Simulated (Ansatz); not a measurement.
# MoSF₄: how energies converge with the basis set

Aim: see how fast density functionals converge with the basis set for MoSF₄.

Method: one geometry, several basis sets; program: Ansatz 0.2.0, Gaussian basis.

The runs, in order: PBE0-D4/def2-SVP; ωB97M-V/def2-SVP; PBE0-D4/def2-QZVPP; ωB97M-V/def2-QZVPP; the functionals' def2-TZVPP values are taken from earlier runs.

1 further run of the same task is left out (for a known fault of the program).

**1. The geometry**

All runs share one geometry, relaxed beforehand with PBE0-D4 in a triple-zeta def2 set. Mo takes the def2 core potential; no spin-orbit term is included.

SMILES `[F][Mo]([F])([F])([F])=[S]`, 6 atoms, charge 0, spin multiplicity 1.

Atoms are counted from 1 here; the program's logs count them from 0.

Bond lengths: F1–Mo2 1.834 Å, Mo2–F3 1.834 Å, Mo2–F4 1.834 Å, Mo2–F5 1.834 Å, Mo2–S6 2.062 Å. Angles: F1–Mo2–F3 85.9°, F1–Mo2–F4 149.1°, F1–Mo2–F5 85.9°, F1–Mo2–S6 105.5°, F3–Mo2–F4 85.9°, F3–Mo2–F5 149.1°, F3–Mo2–S6 105.5°, F4–Mo2–F5 85.9°, F4–Mo2–S6 105.5°, F5–Mo2–S6 105.5°.

**2. PBE0-D4 in def2-SVP**

File in.yaml:

```yaml
crystal:
  periodic: [false, false, false]
  atoms:
    - {symbol: F, position_ang: [-1.037665, 0.303845, -1.487987]}
    - {symbol: Mo, position_ang: [0.006234, -0.026169, -0.016541]}
    - {symbol: F, position_ang: [-1.455128, -0.902986, 0.661265]}
    - {symbol: F, position_ang: [1.007336, -1.204045, 0.970470]}
    - {symbol: F, position_ang: [1.424807, 0.002927, -1.178701]}
    - {symbol: S, position_ang: [0.096517, 1.762427, 1.005392]}
basis:
  gaussian: {orbitals: def2-SVP}
hamiltonian: {xc: pbe0, dispersion: d4}
output: {orbitals: {seedname: orbitals}}
```

The run is started by

```bash
$ ansatz run in.yaml --threads 4 --pin off --events-out ev --progress --plain --max-ram 10444MiB
```

After this run come: ωB97M-V in def2-SVP; PBE0-D4 in def2-QZVPP; ωB97M-V in def2-QZVPP.

Q: Predict the results of all the runs planned. Wanted: PBE0-D4: double and triple zeta above quadruple; ωB97M-V: double and triple zeta above quadruple.

As calculated:

```
                                       quantity           value
PBE0-D4: double and triple zeta above quadruple  18.98, 1.03 eV
ωB97M-V: double and triple zeta above quadruple  19.17, 0.98 eV
```

PBE0-D4 gains 17.95 eV from double to triple zeta, then 1.03 eV more. Total energies overstate the basis error of differences, where much of it tends to cancel.
